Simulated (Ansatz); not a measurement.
**C5H11NO: how energies converge with the basis set**

One table from this session's results is given with a row withheld; the runs are named, their logs left out.

The runs use Ansatz 0.2.0, Gaussian basis; one geometry, several basis sets.

Plan: PBE0-D4/def2-SVP; ωB97M-V/def2-SVP; PBE0-D4/def2-QZVPP; ωB97M-V/def2-QZVPP; the functionals' def2-TZVPP values are taken from earlier runs.

## Structure used throughout

An earlier PBE0-D4 in a triple-zeta def2 set relaxation fixed the geometry.

SMILES `CCCCC(N)=O`, 18 atoms, charge 0, spin multiplicity 1.

Atoms are counted from 1 here; the program's logs count them from 0.

Bond lengths: C1–C2 1.519 Å, C1–H8 1.094 Å, C1–H9 1.093 Å, C1–H10 1.092 Å, C2–C3 1.519 Å, C2–H11 1.097 Å, C2–H12 1.097 Å, C3–C4 1.517 Å, C3–H13 1.093 Å, C3–H14 1.096 Å, C4–C5 1.515 Å, C4–H15 1.097 Å, C4–H16 1.095 Å, C5–N6 1.357 Å, C5–O7 1.213 Å, N6–H17 1.005 Å, N6–H18 1.002 Å. Angles: C2–C1–H8 111.1°, C2–C1–H9 111.0°, C2–C1–H10 111.6°, H8–C1–H9 107.4°, H8–C1–H10 107.7°, H9–C1–H10 107.8°, C1–C2–C3 112.7°, C1–C2–H11 109.6°, C1–C2–H12 109.6°, C3–C2–H11 109.6°, C3–C2–H12 109.2°, H11–C2–H12 106.0°, C2–C3–C4 112.8°, C2–C3–H13 110.3°, C2–C3–H14 109.7°, C4–C3–H13 108.5°, C4–C3–H14 109.3°, H13–C3–H14 105.9° and more.

Set-up of the first run:

The input, in.yaml:

```yaml
crystal:
  periodic: [false, false, false]
  atoms:
    - {symbol: C, position_ang: [2.049652, -1.513419, -1.328629]}
    - {symbol: C, position_ang: [0.973038, -1.310967, -0.276909]}
    - {symbol: C, position_ang: [0.349752, 0.073172, -0.334572]}
    - {symbol: C, position_ang: [-0.731719, 0.275385, 0.710020]}
    - {symbol: C, position_ang: [-1.249369, 1.698638, 0.747615]}
    - {symbol: N, position_ang: [-2.542426, 1.831146, 1.138820]}
    - {symbol: O, position_ang: [-0.559564, 2.657024, 0.471692]}
    - {symbol: H, position_ang: [1.643367, -1.389345, -2.336283]}
    - {symbol: H, position_ang: [2.856700, -0.785618, -1.208782]}
    - {symbol: H, position_ang: [2.488910, -2.511661, -1.267795]}
    - {symbol: H, position_ang: [0.192235, -2.071205, -0.399647]}
    - {symbol: H, position_ang: [1.397924, -1.473355, 0.720822]}
    - {symbol: H, position_ang: [1.115412, 0.840888, -0.195369]}
    - {symbol: H, position_ang: [-0.071912, 0.246709, -1.330958]}
    - {symbol: H, position_ang: [-0.327204, 0.062576, 1.707665]}
    - {symbol: H, position_ang: [-1.557417, -0.427715, 0.556834]}
    - {symbol: H, position_ang: [-2.919017, 2.757230, 1.242664]}
    - {symbol: H, position_ang: [-3.108364, 1.040517, 1.382811]}
basis:
  gaussian: {orbitals: def2-SVP}
hamiltonian: {xc: pbe0, dispersion: d4}
output: {orbitals: {seedname: orbitals}}
```

Launch:

```sh
$ ansatz run in.yaml --threads 2 --pin off --events-out ev --progress --plain --max-ram 32768MiB --backend cpu
```

Among the steps run: PBE0-D4 in def2-SVP; ωB97M-V in def2-SVP; PBE0-D4 in def2-QZVPP; ωB97M-V in def2-QZVPP.

One of the session's tables, all rows but one given; the rest of the session is left out.

It belongs to the step «Functionals by basis». 

| functional | basis | HOMO (eV) | LUMO (eV) |
| --- | --- | --- | --- |
| PBE0-D4 | def2-SVP | -7.05 | 1.13 |
| PBE0-D4 | def2-TZVPP | ? | ? |
| PBE0-D4 | def2-QZVPP | -7.30 | 0.41 |
| ωB97M-V | def2-SVP | -9.48 | 3.19 |
| ωB97M-V | def2-TZVPP | -9.71 | 2.23 |
| ωB97M-V | def2-QZVPP | -9.75 | 1.54 |

Q: Estimate the row for PBE0-D4, def2-TZVPP from the others.

As computed: HOMO (eV): -7.26; LUMO (eV): 0.78. In the column «HOMO (eV)» it lies between PBE0-D4, def2-QZVPP (-7.30) and PBE0-D4, def2-SVP (-7.05).
